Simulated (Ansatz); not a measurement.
# AsH7SSi2: the cost of one run

Method: RKS PBE0-D4/def2-SVP, in Ansatz 0.2.0.

## (1) The starting structure

Bond lengths: Si1–Si2 2.170 Å, Si2–S3 2.121 Å, Si2–As4 2.362 Å, Si1–H5 1.509 Å, Si1–H6 1.517 Å, Si1–H7 1.489 Å, Si2–H8 1.426 Å, S3–H9 1.416 Å, As4–H10 1.521 Å, As4–H11 1.609 Å. Angles (14 of 16 angles, heavy atoms first): Si1–Si2–S3 108.8°, Si1–Si2–As4 109.0°, S3–Si2–As4 108.4°, Si1–Si2–H8 110.9°, S3–Si2–H8 109.0°, As4–Si2–H8 110.6°, Si2–Si1–H5 111.2°, Si2–Si1–H6 111.3°, Si2–Si1–H7 111.7°, Si2–S3–H9 94.4°, Si2–As4–H10 90.9°, Si2–As4–H11 88.4°, H5–Si1–H6 106.8°, H5–Si1–H7 108.4°.

Coordinates:

```xyz
11

Si   -1.0298    1.2083   -0.3030
Si   -0.0703   -0.5247    0.5840
S     1.1139    0.1140    2.2234
As    1.3493   -1.5232   -1.0184
H    -1.9031    0.8108   -1.4676
H    -1.9267    1.9138    0.6971
H    -0.0332    2.2063   -0.7805
H    -1.0404   -1.4617    1.0485
H     1.5817   -1.1861    2.5317
H     1.8893   -0.1600   -1.4235
H     0.1346   -1.4545   -2.0711
```

## (2) End point A

Input file input.yaml:

```yaml
crystal:
  periodic: [false, false, false]
  atoms:
    - { symbol: Si, position_ang: [-1.0298, 1.2083, -0.303] }
    - { symbol: Si, position_ang: [-0.0703, -0.5247, 0.584] }
    - { symbol: S, position_ang: [1.1139, 0.114, 2.2234] }
    - { symbol: As, position_ang: [1.3493, -1.5232, -1.0184] }
    - { symbol: H, position_ang: [-1.9031, 0.8108, -1.4676] }
    - { symbol: H, position_ang: [-1.9267, 1.9138, 0.6971] }
    - { symbol: H, position_ang: [-0.0332, 2.2063, -0.7805] }
    - { symbol: H, position_ang: [-1.0404, -1.4617, 1.0485] }
    - { symbol: H, position_ang: [1.5817, -1.1861, 2.5317] }
    - { symbol: H, position_ang: [1.8893, -0.16, -1.4235] }
    - { symbol: H, position_ang: [0.1346, -1.4545, -2.0711] }
basis:
  gaussian: { orbitals: def2-SVP }
hamiltonian:
  xc: pbe0
  dispersion: d4
relax:
  f_tol: 0.015
  max_steps: 40
```

Launch:

```console
> ansatz run input.yaml --threads 2 --pin off --max-ram 3072MiB --backend cpu --events-out ev --progress --plain --runs-dir out
```

Q: Estimate wall time and peak memory on 2 threads of Arm Neoverse V1, shared host.

About 32 s, with a peak of 0.32 GiB.
